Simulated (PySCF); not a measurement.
# [Tb(H2O)2]3+: other functionals and bases at one geometry

An exercise on one series of results from a longer session: the logs are not shown, and one member is left open.

The runs use PySCF 2.14.0; several levels, as the steps say, no spin–orbit coupling.

1 further run of the same task is left out (for a known fault of the program).

### The starting structure

7 atoms, charge 3, spin multiplicity 1.

Bond lengths: Tb1–O2 2.222 Å, Tb1–O5 2.226 Å, O2–H3 0.995 Å, O2–H4 0.993 Å, O5–H6 0.994 Å, O5–H7 0.995 Å. Angles: O2–Tb1–O5 109.4°, Tb1–O2–H3 128.3°, Tb1–O2–H4 128.9°, H3–O2–H4 102.8°, Tb1–O5–H6 128.9°, Tb1–O5–H7 128.5°, H6–O5–H7 102.6°.

Geometry (Å):

```xyz
7

Tb    0.3455    1.0620   -0.0128
O     0.0161   -0.1567    1.8162
H     0.2841    0.0507    2.7515
H    -0.4476   -1.0302    1.9094
O    -0.0865   -0.1739   -1.8128
H     0.3124   -1.0437   -2.0826
H    -0.7010    0.0268   -2.5688
```

Formal oxidation states: Tb +3. Each metal's 8 4f electrons lie in its core potential, so multiplicities, spins and levels count the valence alone. An earlier session relaxed this geometry at PBE0, Tb lcecp-1-SVP with ECP54, O def2-SVP, H def2-SVP (singlet, point group C1).

At PBE0 on the finer grid: E = -187.864445 Eh, HOMO -26.59 eV, LUMO -18.63 eV, Mulliken charge on Tb1 +2.23 e, largest force component 0.015 eV/Å. 

Levels to run: B3LYP; r2SCAN; PBE0, TZVP. Hardware: 2 threads of Arm Neoverse V1, shared host.

Set-up of the first run:

run.py (the lines that set the calculation)

```python
mol = gto.M(atom='''
Tb     0.34550     1.06196    -0.01280
O      0.01613    -0.15671     1.81622
H      0.28412     0.05066     2.75147
H     -0.44760    -1.03018     1.90937
O     -0.08651    -0.17392    -1.81279
H      0.31239    -1.04369    -2.08263
H     -0.70105     0.02685    -2.56884''',
    basis={'Tb': 'lcecp-1-SVP', 'O': 'def2-SVP', 'H': 'def2-SVP'},
    ecp={'Tb': 'lcecp-1-SVP'},
    charge=3, spin=0)
mf = dft.RKS(mol, xc='B3LYP')
mf.grids.atom_grid = (75, 302)  # f atoms: unpruned, at least (60, 302)
mf = mf.density_fit()  # fitting sets: Tb AutoAux, O def2-universal-JKFIT, H def2-universal-JKFIT
mf.conv_tol = 1e-08; mf.max_cycle = 55
mf.kernel(dm0)  # dm0: the density of the relaxed state
```

The run is started by

```
OMP_NUM_THREADS=2 python run.py
```

Among the steps run: B3LYP; r2SCAN; PBE0, TZVP.

One table of the session follows, with a row left open; its other results are not shown here.

| level | HOMO (eV) | gap (eV) | charge on Tb1 (e) | dipole (D) | largest force component (eV/Å) |
| --- | --- | --- | --- | --- | --- |
| PBE0 (relaxed here) | -26.59 | 7.96 | 2.23 | 3.17 | 0.02 |
| B3LYP | -26.28 | 7.28 | 2.20 | 3.23 | 0.16 |
| r2SCAN | -25.19 | 6.10 | 2.22 | 3.23 | 0.12 |
| PBE0, TZVP | ? | ? | ? | ? | ? |

Estimate the missing values for PBE0, TZVP.

As computed: HOMO (eV): -26.57; gap (eV): 8.03; charge on Tb1 (e): 2.39; dipole (D): 3.20; largest force component (eV/Å): 0.28. In the column «HOMO (eV)» it lies between PBE0 (relaxed here) (-26.59) and B3LYP (-26.28).

The dipole of a charged species depends on the origin, so these sizes hold for this origin alone.

In one basis the HOMO–LUMO gap runs from 6.10 eV (r2SCAN) to 7.96 eV (PBE0). The largest leftover force, 0.28 eV/Å with PBE0, TZVP, stands at a geometry relaxed at another level. With 4f in the core, its levels are missing from HOMO and gap, and its count is fixed, so no charge can pass from the ligands into it. Total energies of different levels can't be compared.
